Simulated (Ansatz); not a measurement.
Write a Python script for Ansatz's Python interface that makes a relaxation of cell and ions of Zn₃In, space group I4/mmm. Settings: r2SCAN, PAW, cutoff 550 eV, 8×8×8 k-points, cold smearing of 0.1 eV.

```
CELL_PARAMETERS angstrom
-2.10987 2.10987 4.09477
2.10987 -2.10987 4.09477
2.10987 2.10987 -4.09477
ATOMIC_POSITIONS crystal
Zn 0.75000 0.25000 0.50000
Zn 0.25000 0.75000 0.50000
Zn 0.50000 0.50000 0.00000
In 0.00000 0.00000 0.00000
```

`zn3in_vcrelax.py`:
```python
# -*- coding: utf-8 -*-
"""Relax cell and ions of Zn3In."""

import logging
import sys

import ansatz as az
from ase import Atoms
from ase.io import write
from ase.neighborlist import neighbor_list
import numpy as np

logging.basicConfig(stream=sys.stdout, format="[%(levelname)s] %(message)s")
log = logging.getLogger("ansatz_job")
log.setLevel(logging.INFO)

def edges_and_angles(cell):
    cell = np.asarray(cell)
    a, b, c = np.linalg.norm(cell, axis=1)
    cosines = cell[1] @ cell[2] / (b * c), cell[0] @ cell[2] / (a * c), cell[0] @ cell[1] / (a * b)
    return (a, b, c, *np.degrees(np.arccos(cosines)))

structure = (
    az.Lattice.of((-2.109865, 2.109865, 4.094772), (2.109865, -2.109865, 4.094772), (2.109865, 2.109865, -4.094772))
    .atom("Zn", (0.75, 0.25, 0.5))
    .atom("Zn", (0.25, 0.75, 0.5))
    .atom("Zn", (0.5, 0.5, 0.0))
    .atom("In", (0.0, 0.0, 0.0))
)

# every cell quantity that the symmetry leaves free
job = structure.calculation()
job = job.functional("r2SCAN").basis(550)
job = job.kpoints(8, center="gamma")
job = job.occupations("cold", width=0.1)
job = job.scf(tolerance=1e-10)
job = job.relax(cell=True, stress_tolerance=0.1).density_of_states(energy_step=0.2, nscf_kmesh_spacing=0.24)
job = job.band_table()
steps = []


def follow(event):
    if event["event"] != "relax_step":
        return
    row = event["data"]
    steps.append(row)
    log.info(f"step {row['step']:3d}  E = {row['lagrangian_ev']:.5f} eV  largest force component = {row['allowed_force_max_ev_ang']:.4f} eV/A  P = {row['pressure_gpa']:.3f} GPa")


done = job.session().plan(threads=1).execute(on_event=follow)
rep = done.report

first, last = steps[0], steps[-1]
symbols = [site.symbol for site in done.lattice.sites]
log.info(f"energy gained {first['lagrangian_ev'] - last['lagrangian_ev']:.4f} eV in {len(steps) - 1} steps")
for label, vectors in (("before", first["cell_ang"]), ("after", done.lattice.cell_ang)):
    print(label, "a b c (A) {:.4f} {:.4f} {:.4f}  angles {:.2f} {:.2f} {:.2f}".format(*edges_and_angles(vectors)), f" V = {abs(np.linalg.det(vectors)):.3f} A^3")
print("final stress xx yy zz (GPa, compression positive):", np.round(np.diag(rep["stress_gpa"]), 3) + 0.0)

relaxed = Atoms(symbols, positions=[site.position_ang for site in done.lattice.sites], cell=done.lattice.cell_ang, pbc=True)
write("relaxed.extxyz", relaxed, format="extxyz")

final = Atoms(symbols, positions=last["positions_ang"], cell=done.lattice.cell_ang, pbc=True)
i, j, d = neighbor_list("ijd", final, 4.5)
log.info("neighbours within 1.15 times the shortest distance of each atom (A)")
for atom in range(len(final)):
    near = [m for m in np.argsort(d) if i[m] == atom]
    shell = [m for m in near if d[m] < 1.15 * d[near[0]]]
    print(f"{symbols[atom]}{atom} ({len(shell)}):", ", ".join(f"{symbols[j[m]]} {d[m]:.3f}" for m in shell))

change = np.array(last["positions_ang"]) @ np.linalg.inv(last["cell_ang"]) - np.array(first["positions_ang"]) @ np.linalg.inv(first["cell_ang"])
moved = np.linalg.norm(change @ np.array(last["cell_ang"]), axis=1)
print("displacement within the cell, strain taken out (A):", " ".join(f"{s}:{d:.3f}" for s, d in zip(symbols, moved)))

energy = rep["free_energy_ev"]
log.info("F of the Zn3In cell: {:.6f} eV = {:.6f} Ry = {:.6f} Ha".format(energy, energy / 13.605693, energy / 27.211386))
log.info("Fermi level {:.4f} eV, {} k-points, {} symmetry operations".format(rep["fermi_energy_ev"], rep["n_kpoints"], rep["n_symmetry_ops"]))

print(job.to_yaml())

dos = done.density_of_states()
energy = np.asarray(dos.energies_ev) - dos.fermi_ev
top = min(levels[-1] for levels in rep["eigenvalues_ev"]) - dos.fermi_ev  # the computed bands end here
total = np.asarray(dos.spin_summed_g_bin_mean_per_ev)
log.info("E - E_F (eV)   states/eV")
for e in np.arange(-10, min(4, top), 0.5):
    log.info(f"{e:8.1f} {np.interp(e, energy, total):12.3f}")
```

Output of `python zn3in_vcrelax.py`:
```text
[INFO] step   1  E = -15588.30987 eV  largest force component = 0.0000 eV/A  P = -3.822 GPa
[INFO] step   2  E = -15588.35587 eV  largest force component = 0.0000 eV/A  P = 1.907 GPa
[INFO] step   3  E = -15588.36628 eV  largest force component = 0.0000 eV/A  P = -0.197 GPa
[INFO] step   4  E = -15588.36668 eV  largest force component = 0.0000 eV/A  P = -0.041 GPa
[INFO] step   5  E = -15588.36647 eV  largest force component = 0.0000 eV/A  P = -0.047 GPa
[INFO] energy gained 0.0566 eV in 4 steps
before a b c (A) 5.0666 5.0666 5.0666  angles 130.78 130.78 72.16  V = 72.912 A^3
after a b c (A) 4.9667 4.9667 4.9667  angles 130.86 130.86 72.03  V = 68.526 A^3
final stress xx yy zz (GPa, compression positive): [-0.061 -0.061 -0.018]
[INFO] neighbours within 1.15 times the shortest distance of each atom (A)
Zn0 (12): In 2.881, In 2.881, Zn 2.881, Zn 2.881, Zn 2.881, Zn 2.881, In 2.881, In 2.881, Zn 2.920, Zn 2.920, Zn 2.920, Zn 2.920
Zn1 (12): Zn 2.881, In 2.881, Zn 2.881, In 2.881, Zn 2.881, In 2.881, Zn 2.881, In 2.881, Zn 2.920, Zn 2.920, Zn 2.920, Zn 2.920
Zn2 (12): Zn 2.881, Zn 2.881, Zn 2.881, Zn 2.881, Zn 2.881, Zn 2.881, Zn 2.881, Zn 2.881, In 2.920, In 2.920, In 2.920, In 2.920
In3 (12): Zn 2.881, Zn 2.881, Zn 2.881, Zn 2.881, Zn 2.881, Zn 2.881, Zn 2.881, Zn 2.881, Zn 2.920, Zn 2.920, Zn 2.920, Zn 2.920
displacement within the cell, strain taken out (A): Zn:0.000 Zn:0.000 Zn:0.000 In:0.000
[INFO] F of the Zn3In cell: -15588.366468 eV = -1145.723813 Ry = -572.861907 Ha
[INFO] Fermi level 11.3361 eV, 59 k-points, 16 symmetry operations
crystal:
  lattice:
    - [-2.109865, 2.109865, 4.094772]
    - [2.109865, -2.109865, 4.094772]
    - [2.109865, 2.109865, -4.094772]
  atoms:
    - { symbol: Zn, position: [0.75, 0.25, 0.5] }
    - { symbol: Zn, position: [0.25, 0.75, 0.5] }
    - { symbol: Zn, position: [0.5, 0.5, 0.0] }
    - { symbol: In, position: [0.0, 0.0, 0.0] }
basis:
  ecutwfc: 550.0
kpoints:
  mp_grid:
    grid: [8, 8, 8]
    shift: [0.0, 0.0, 0.0]
hamiltonian:
  xc: r2scan
scf:
  convergence:
    dr2_threshold: 1.0e-10
  occupations:
    method: cold
    width: 0.1
relax:
  cell:
    stress_tol: 0.1
output:
  dos:
    de: 0.2
    nscf_kmesh:
      kspacing: 0.24
  eigenvalues: true

[INFO] E - E_F (eV)   states/eV
[INFO]    -10.0        0.424
[INFO]     -9.5        0.608
[INFO]     -9.0        1.189
[INFO]     -8.5        1.393
[INFO]     -8.0       29.649
[INFO]     -7.5       30.661
[INFO]     -7.0        1.164
[INFO]     -6.5        0.795
[INFO]     -6.0        0.998
[INFO]     -5.5        0.880
[INFO]     -5.0        0.952
[INFO]     -4.5        0.964
[INFO]     -4.0        0.992
[INFO]     -3.5        1.265
[INFO]     -3.0        1.112
[INFO]     -2.5        1.188
[INFO]     -2.0        0.924
[INFO]     -1.5        1.366
[INFO]     -1.0        1.309
[INFO]     -0.5        1.112
[INFO]      0.0        1.225
[INFO]      0.5        1.138
[INFO]      1.0        1.311
[INFO]      1.5        1.353
[INFO]      2.0        1.673
[INFO]      2.5        1.276
[INFO]      3.0        1.330
```

It writes `relaxed.extxyz`:
```text
4
Lattice="-2.065027973390811 2.065027973390811 4.017383600245478 2.065027973390811 -2.065027973390811 4.017383600245478 2.065027973390811 2.065027973390811 -4.017383600245478" Properties=species:S:1:pos:R:3 pbc="T T T"
Zn      -0.00000000       2.06502797       2.00869180
Zn       2.06502797      -0.00000000       2.00869180
Zn       0.00000000      -0.00000000       4.01738360
In       0.00000000       0.00000000      -0.00000000
```

Notes:
- Total energies depend on the potentials; only differences at equal settings carry meaning. A total without «per atom» is that of the whole cell that was run.
- Forces vanish by symmetry, so the ions can't move, and the end may be a saddle.
- The mesh is modest for a metal, so energies can be off by several to tens of meV an atom and pressures by half a GPa or more; differences at equal mesh fare better.
- Only differences from the Fermi energy are physical; the zero of the scale is a convention.
- Energies along a relaxation are free energies. Rows at an unchanged volume are solved on a plane-wave basis chosen afresh for that cell, so the energy can jump there; the script counts such rows among its steps.
- Edges and angles are those of the cell as typed, here a primitive one, not of the conventional cell.
- This cell is a computed structure, which may not be the phase found in nature.
- The computed bands are complete only to about 3.2 eV above the Fermi level; beyond that the density of states is undercounted.
- The whole script took 2.4 min on 1 thread of Arm Neoverse V2, with other jobs on the host, peak memory 0.87 GiB.
